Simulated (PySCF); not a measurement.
# CoF6 (-3): ligand-field states, part 3 of 3

PySCF 2.14.0. Atoms count from 0. Earlier steps stand in the parts before.

## Step 8: Ligand-field states: state-averaged CASSCF (bond length × 1.09) in water

What the job is given:

```
{"job": {"kind": "lf", "basis": {"metal": "x2c-TZVPall", "ligand": "x2c-SVPall"}, "nevpt": true, "solvent": "water", "reuse": true}, "charge": -3, "metal": "Co", "open_shell": "d6"}
Co     0.000000     0.000000     0.000000
F      0.000000     0.000000     2.081900
F      0.000000     0.000000    -2.081900
F      2.081900     0.000000     0.000000
F     -2.081900     0.000000     0.000000
F      0.000000     2.081900     0.000000
F     -0.000000    -2.081900     0.000000
```

With the program's defaults for keys left out, this is: state-averaged CASSCF of the metal d shell, SC-NEVPT2 on the averaged canonical orbitals, state-interaction spin-orbit coupling.

Log:

```text
basis functions 132, electrons 84, active (6e, 5o)
start from the orbitals of the previous structure
stage 1: DIIS on the effective Fock matrix, level shift 0.30
cycle   1  E = -1988.6349966667  dE = -1.989e+03  max|g| = 9.728e-01
cycle   2  E = -1988.8472797899  dE = -2.123e-01  max|g| = 1.189e-01
cycle   3  E = -1987.9541059007  dE =  8.932e-01  max|g| = 7.003e-01
cycle   4  E = -1988.3741689619  dE = -4.201e-01  max|g| = 5.470e-01
cycle   5  E = -1986.2957993375  dE =  2.078e+00  max|g| = 1.453e+00
cycle   6  E = -1984.1825287313  dE =  2.113e+00  max|g| = 2.215e+00
cycle   7  E = -1984.5389547656  dE = -3.564e-01  max|g| = 2.251e+00
cycle   8  E = -1985.6068625816  dE = -1.068e+00  max|g| = 1.649e+00
cycle   9  E = -1986.0745421286  dE = -4.677e-01  max|g| = 1.805e+00
cycle  10  E = -1986.3284937807  dE = -2.540e-01  max|g| = 1.397e+00
cycle  11  E = -1986.4741278350  dE = -1.456e-01  max|g| = 1.436e+00
cycle  12  E = -1986.6156099081  dE = -1.415e-01  max|g| = 1.339e+00
cycle  13  E = -1986.8517212094  dE = -2.361e-01  max|g| = 1.428e+00
cycle  14  E = -1987.0817123939  dE = -2.300e-01  max|g| = 1.242e+00
cycle  15  E = -1987.0355671910  dE =  4.615e-02  max|g| = 1.267e+00
stage 2: quasi-Newton rotations from the point of smallest gradient
cycle  17  E = -1988.8659973642  dE = -1.872e-02  max|g| = 3.991e-02
cycle  18  E = -1988.8670826963  dE = -1.085e-03  max|g| = 3.201e-02
cycle  19  E = -1988.8675118858  dE = -4.292e-04  max|g| = 1.943e-03
cycle  20  E = -1988.8675175094  dE = -5.624e-06  max|g| = 6.041e-04
cycle  21  E = -1988.8675179924  dE = -4.830e-07  max|g| = 1.717e-04
cycle  22  E = -1988.8675180279  dE = -3.550e-08  max|g| = 6.152e-05
cycle  23  E = -1988.8675180312  dE = -3.336e-09  max|g| = 1.404e-05
cycle  24  E = -1988.8675180314  dE = -1.546e-10  max|g| = 2.093e-06
converged average energy = -1988.8675180314

 mult deg   label        CASSCF/cm-1   NEVPT2/cm-1
   5   3   5T2g                0.0           0.0
   5   2   5Eg              6441.8       10144.1
   3   3   3T1g            18977.6       13540.4
   1   1   1A1g            24647.7       15096.0
   3   3   3T2g            22155.4       18780.3
   3   3   3T1g            24730.2       22992.2
   1   3   1T1g            29867.4       24330.0
   3   3   3T2g            27497.1       24881.6
   3   3   3T1g            28667.8       26458.9
   3   2   3Eg             28110.1       28319.2
   3   3   3T2g            32807.4       32032.4
   1   3   1T2g            34827.0       32574.5
   3   1   3A2g            32900.8       32750.5
   3   2   3Eg             33822.4       34285.0
   3   3   3T1g            33230.2       34866.2
   1   2   1Eg             37228.2       34969.8
   1   1   1A1g            38515.7       36557.5
   3   3   3T2g            40352.3       37866.2
   1   3   1T2g            39911.9       37979.3
   3   1   3A1g            37227.1       38750.8
   1   3   1T1g            40779.1       40189.4
   1   1   1A2g            40699.4       41395.2
   3   3   3T1g            39444.6       42091.9
   1   3   1T2g            47544.2       43506.3
   3   2   3Eg             44624.4       44004.9
   1   3   1T2g            45897.7       45601.6
   1   2   1Eg             44413.6       45975.9
   1   1   1A1g            50052.3       50364.0
   1   2   1Eg             54660.9       51602.6
   1   1   1A2g            56521.0       51978.7
   1   3   1T1g            58500.7       54882.5
   1   3   1T2g            59014.5       56821.5
   3   3   3T1g            65513.9       58460.4
   3   1   3A2g            67209.0       60972.0
   3   3   3T2g            68512.4       63532.1
   1   3   1T2g            72083.3       64026.4
   3   3   3T1g            71332.8       66745.9
   1   2   1Eg             78142.1       73429.3
   1   3   1T1g            78840.5       73735.2
   1   1   1A1g            81298.4       76908.3
   1   2   1Eg             99488.7       87681.9
   1   3   1T2g           104135.9       94814.4
   1   1   1A1g           131966.2      117208.0

spin-orbit levels / cm-1
      0.00  x3  5T2g 1.00
    257.25  x2  5T2g 1.00
    278.62  x3  5T2g 1.00
    629.68  x1  5T2g 0.99
    675.76  x3  5T2g 1.00
    707.46  x3  5T2g 1.00
  10578.13  x1  5Eg 1.00
  10579.64  x3  5Eg 1.00
  10581.13  x2  5Eg 0.99
  10585.00  x3  5Eg 0.99
  10588.55  x1  5Eg 0.99
  13692.80  x1  3T1g 0.71 1A1g 0.28
  13714.95  x2  3T1g 0.99
  13750.09  x3  3T1g 1.00
  14248.16  x3  3T1g 0.99
  16283.16  x1  1A1g 0.72 3T1g 0.28
  19107.45  x3  3T2g 0.97
  19210.10  x1  3T2g 0.99
  19224.54  x3  3T2g 0.99
  19224.64  x2  3T2g 0.99
  23115.24  x3  3T1g 0.85 1T1g 0.13
  23302.90  x2  3T1g 0.90 3T2g 0.09
  23416.72  x3  3T1g 0.98
  23462.70  x1  3T1g 1.00
  24845.39  x3  3T2g 0.64 1T1g 0.34
  25176.43  x2  3T2g 0.90 3T1g 0.09
  25348.93  x3  1T1g 0.52 3T2g 0.34 3T1g 0.13
```

Wall time 8.5 s (1 thread of Arm Neoverse V2, shared host); peak memory 0.36 GiB.

In short:

| quantity | value |
| --- | --- |
| spin-orbit constant ζ | 561 cm⁻¹ |

Powder susceptibility:

| T (K) | χT (cm³ K/mol) | μ(eff) |
| --- | --- | --- |
| 2 | 3.151 | 5.02 |
| 20 | 3.310 | 5.14 |
| 100 | 3.935 | 5.61 |
| 300 | 4.172 | 5.78 |

## Step 9: Ligand field across the series

From the NEVPT2 states (cm⁻¹; the spread is that of the fitted one-electron ligand-field levels):

| step | setting | ground state | next state | orbital spread | Racah B | ζ | μ(eff), 300 K |
| --- | --- | --- | --- | --- | --- | --- | --- |
| 2 | as given | 5T2g | 1A1g at 6881 | 13170 | 1138 | 557 | 5.74 |
| 3 | bond length × 0.92 | 1A1g | 5T2g at 6250 | 18109 | 1140 | 551 | 0.65 |
| 4 | bond length × 0.95 | 1A1g | 5T2g at 482 | 15449 | 1135 | 553 | 4.33 |
| 5 | bond length × 0.98 | 5T2g | 1A1g at 4230 | 14453 | 1143 | 556 | 5.73 |
| 6 | bond length × 1.02 | 5T2g | 1A1g at 9187 | 12044 | 1134 | 558 | 5.75 |
| 7 | bond length × 1.05 | 5T2g | 5Eg at 11679 | 10621 | 1129 | 559 | 5.76 |
| 8 | bond length × 1.09 | 5T2g | 5Eg at 10144 | 9157 | 1122 | 561 | 5.78 |

## Step 10: Outcome

This closing draws on all 3 parts.

```
                                                         quantity       value
   spin-orbit constant ζ (step 2, state-averaged CASSCF in water)    557 cm⁻¹
ground multiplicity, μ(eff) at 300 K (step 2, 6 donors at 1.91 Å)  5, 5.74 μB
ground multiplicity, μ(eff) at 300 K (step 3, 6 donors at 1.76 Å)  1, 0.65 μB
ground multiplicity, μ(eff) at 300 K (step 4, 6 donors at 1.81 Å)  1, 4.33 μB
ground multiplicity, μ(eff) at 300 K (step 5, 6 donors at 1.87 Å)  5, 5.73 μB
ground multiplicity, μ(eff) at 300 K (step 6, 6 donors at 1.95 Å)  5, 5.75 μB
ground multiplicity, μ(eff) at 300 K (step 7, 6 donors at 2.01 Å)  5, 5.76 μB
ground multiplicity, μ(eff) at 300 K (step 8, 6 donors at 2.08 Å)  5, 5.78 μB
```

What this shows: In step 2, χT goes from 3.12 at 2 K to 4.12 cm³ K/mol at 300 K, as higher levels fill or mix in. In step 3 the ground spin is not settled: NEVPT2 puts multiplicity 1 lowest, 6250 cm⁻¹ below multiplicity 5, and CASSCF favours 5. In step 4 the ground spin is not settled: NEVPT2 puts multiplicity 1 lowest, 482 cm⁻¹ below multiplicity 5, and CASSCF favours 5. The spread of the ligand-field levels runs from 9157 cm⁻¹ (bond length × 1.09) to 18109 cm⁻¹ (bond length × 0.92); μ(eff) at 300 K: 0.65 to 5.78 μB; the ground multiplicity changes (5, 1).
